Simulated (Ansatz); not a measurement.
# C₂H₅BF₂: up Jacob's ladder to CCSD(T)

One table from this session's results is given with a row withheld; the runs are named, their logs left out.

Program: Ansatz 0.2.0, Gaussian basis. Level of theory: functionals in def2-TZVPP, the program's frozen cores in correlated methods. These are calculated values, not measurements.

Levels to be run: LDA (SPW92), PBE-D4, revPBE-D4, BLYP-D4, r2SCAN-D4, B97M-V, PBE0-D4, B3LYP-D4, r2SCANh-D4, r2SCAN0-D4, HSE06-D4, BHLYP-D4, CAM-B3LYP-D4, LC-ωPBE, ωB97X-V, ωB97M-V, B2PLYP, PBE-QIDH; CCSD(T)/def2-SVP; CCSD(T)/def2-TZVPP; MP2/def2-QZVPP; extrapolation to the limit; RPA on PBE.

## Structure used throughout

All runs share one geometry, relaxed beforehand with PBE0-D4 in a triple-zeta def2 set.

10 atoms, charge 0, spin multiplicity 1.

Atoms are counted from 1 here; the program's logs count them from 0.

Bond lengths: C1–C2 1.523 Å, C1–H6 1.092 Å, C1–H7 1.092 Å, C1–H8 1.092 Å, C2–B3 1.558 Å, C2–H9 1.098 Å, C2–H10 1.098 Å, B3–F4 1.323 Å, B3–F5 1.324 Å. Angles: C2–C1–H6 111.4°, C2–C1–H7 111.3°, C2–C1–H8 111.3°, H6–C1–H7 107.7°, H6–C1–H8 107.7°, H7–C1–H8 107.1°, C1–C2–B3 115.9°, C1–C2–H9 111.0°, C1–C2–H10 110.9°, B3–C2–H9 107.3°, B3–C2–H10 107.1°, H9–C2–H10 103.9°, C2–B3–F4 122.8°, C2–B3–F5 121.4°, F4–B3–F5 115.9°.

Geometry (Å):

```
C    -1.14304   -0.28230   -0.29558
C     0.37907   -0.28628   -0.34825
B     1.09785    0.61209    0.70292
F     0.44184    1.32662    1.60241
F     2.41809    0.70128    0.74575
H    -1.57052   -0.93646   -1.05795
H    -1.50798   -0.62186    0.67600
H    -1.54375    0.72075   -0.45626
H     0.73892    0.01896   -1.33914
H     0.77263   -1.30391   -0.22700
```

Set-up of the first run:

Input file in.yaml:

```yaml
crystal:
  periodic: [false, false, false]
  atoms:
    - {symbol: C, position_ang: [-1.143038, -0.282296, -0.295580]}
    - {symbol: C, position_ang: [0.379071, -0.286283, -0.348246]}
    - {symbol: B, position_ang: [1.097853, 0.612090, 0.702924]}
    - {symbol: F, position_ang: [0.441836, 1.326622, 1.602406]}
    - {symbol: F, position_ang: [2.418090, 0.701283, 0.745748]}
    - {symbol: H, position_ang: [-1.570520, -0.936461, -1.057947]}
    - {symbol: H, position_ang: [-1.507981, -0.621857, 0.676005]}
    - {symbol: H, position_ang: [-1.543754, 0.720754, -0.456264]}
    - {symbol: H, position_ang: [0.738917, 0.018956, -1.339144]}
    - {symbol: H, position_ang: [0.772626, -1.303908, -0.227004]}
basis:
  gaussian: {orbitals: def2-TZVPP}
hamiltonian: {xc: lda}
output: {orbitals: {seedname: orbitals}}
```

Started as:

```bash
> ansatz run in.yaml --threads 4 --pin off --events-out ev --progress --plain --max-ram 10444MiB
```

Steps of the session up to this table: LDA; PBE-D4 (GGA); revPBE-D4 (GGA); BLYP-D4 (GGA); r2SCAN-D4 (meta-GGA); B97M-V (meta-GGA); B3LYP-D4 (hybrid); r2SCANh-D4 (hybrid); r2SCAN0-D4 (hybrid); HSE06-D4 (hybrid); BHLYP-D4 (hybrid); CAM-B3LYP-D4 (range-separated); LC-ωPBE (range-separated); ωB97X-V (range-separated); ωB97M-V (range-separated); B2PLYP (double hybrid); PBE-QIDH (double hybrid).

One of the session's tables, all rows but one given; the rest of the session is left out.

It belongs to the step «Orbital energies across the functionals». 

| functional | HOMO (eV) | gap (eV) |
| --- | --- | --- |
| LDA (SPW92) | -8.00 | 7.01 |
| PBE-D4 | -7.91 | 7.23 |
| revPBE-D4 | -7.85 | 7.32 |
| BLYP-D4 | -7.85 | 7.27 |
| r2SCAN-D4 | -8.24 | 8.03 |
| B97M-V | -8.36 | 8.15 |
| PBE0-D4 | -9.43 | 9.82 |
| B3LYP-D4 | -9.23 | 9.32 |
| r2SCANh-D4 | ? | ? |
| r2SCAN0-D4 | -9.64 | 10.32 |
| HSE06-D4 | -9.02 | 9.02 |
| BHLYP-D4 | -10.91 | 12.14 |
| CAM-B3LYP-D4 | -10.92 | 12.32 |
| LC-ωPBE | -12.26 | 14.94 |
| ωB97X-V | -11.91 | 14.39 |
| ωB97M-V | -11.76 | 13.73 |

Q: Estimate the row for r2SCANh-D4 from the others.

Worked estimate for «HOMO (eV)». Against the share of exact exchange, r2SCAN-D4 (0, -8.24), r2SCAN0-D4 (0.25, -9.64) give a slope of -5.60 per unit share; at 0.1 the line stands at -8.80.

**Answer.** HOMO (eV): -8.80; gap (eV): 8.95. In «HOMO (eV)» the line misses by 0.00.
